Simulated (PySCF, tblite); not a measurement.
# C₇H₁₀OP+: geometry, infrared bands and NMR shifts

Wanted: the infrared bands and NMR shifts of C₇H₁₀OP+ (`C[C@@H]1C[P@H+]1c1ccco1`), by calculation.

Programs: tblite 0.8.0 and PySCF 2.14.0, with density-fitted response routines of our own. Each step states its level of theory. These are calculated values for one molecule in the gas phase, unless marked as measured. Atoms count from 0, in the outputs and in this text.

**1. The starting structure**

19 atoms, charge 1, multiplicity 1; geometry from: force field or distance geometry start.

Bonds of the start (Å): C0–C1 1.51, C1–C2 1.51, C2–P3 1.81, P3–C4 1.79, C4–C5 1.37, C5–C6 1.39, C6–C7 1.39, C7–O8 1.32, P3–C1 1.80, O8–C4 1.32, C0–H9 1.13, C0–H10 1.11, C0–H11 1.12, C1–H12 1.11, C2–H13 1.12, C2–H14 1.10, P3–H15 1.39, C5–H16 1.08, C6–H17 1.08, C7–H18 1.08.

**2. Relaxing the molecule with GFN2-xTB**

Job settings and geometry (Å):

```
{"job": {"kind": "relax", "xc": "GFN2-xTB", "basis": "xTB"}, "charge": 1, "multiplicity": 1}
C     -2.914000    -0.709900    -1.043600
C     -1.752900    -0.558600    -0.091800
C     -1.511800     0.855500     0.391600
P     -0.332900     0.258300    -0.842400
C      1.312900    -0.013700    -0.186500
C      2.027000     0.958600     0.470800
C      3.252100     0.383800     0.806500
C      3.208100    -0.916500     0.326900
O      2.040500    -1.117000    -0.265100
H     -3.779700    -0.066700    -0.710100
H     -3.228800    -1.771500    -1.169500
H     -2.602000    -0.337600    -2.047600
H     -1.646600    -1.366500     0.663800
H     -2.179900     1.668300    -0.005500
H     -1.210700     1.019700     1.440900
H     -0.484300     0.608400    -2.178100
H      1.740000     1.974400     0.707900
H      4.082500     0.818900     1.339900
H      3.970500    -1.678500     0.399600
```

Command:

```console
$ OMP_NUM_THREADS=1 python probes_run.py task.json out
```

This one command runs all jobs of the session in turn.

**Question.** This job is followed by: GFN2-xTB harmonic vibrations, gas phase; GIAO PBE0/pcSseg-1 NMR shielding, non-relativistic, gas phase. Predict these results of the whole session: strongest single infrared mode (GFN2-xTB); zero-point energy (GFN2-xTB); 13C shifts against TMS (PBE0/pcSseg-1); 1H shifts against TMS (PBE0/pcSseg-1, means over atoms taken as alike); 31P shifts against H3PO4 (PBE0/pcSseg-1); 17O shifts against H2O (PBE0/pcSseg-1).

**Answer**, as computed:

```
                                                              quantity                                               value
                             strongest single infrared mode (GFN2-xTB)                                 758 cm⁻¹, 71 km/mol
                                          zero-point energy (GFN2-xTB)                                       92.9 kcal/mol
                                13C shifts against TMS (PBE0/pcSseg-1)    165.9, 142.2, 126.3, 122.7, 35.7, 17.4, 17.3 ppm
1H shifts against TMS (PBE0/pcSseg-1, means over atoms taken as alike)  8.47, 8.03, 7.42, 5.16, 3.31, 2.91, 2.45, 1.93 ppm
                              31P shifts against H3PO4 (PBE0/pcSseg-1)                                          -178.9 ppm
                                17O shifts against H2O (PBE0/pcSseg-1)                                           321.0 ppm
```

What this shows: Over 91 steps the energy fell by 0.452 eV; of the close pairs, C2–H13 changed most, 1.125 to 1.083 Å. No mode is imaginary among the 51: a minimum at this level. The strongest single mode, at 758 cm⁻¹, moves mainly H15. Unscaled tight-binding wavenumbers are off by several per cent, some by more. Its intensities can rank the bands wrongly. At PBE0/pcSseg-1: The largest span, 413 ppm, is at P3, where the paramagnetic term is -474 ppm. NICS(1)zz of -27 ppm above the planar ring from C4 marks a diatropic (aromatic) ring current. By nearest atom (PBE0/pcSseg-1), the HOMO sits on C4, C7 about 30 % each; C6 19 % and the LUMO on P3 23 %; C1 17 %.
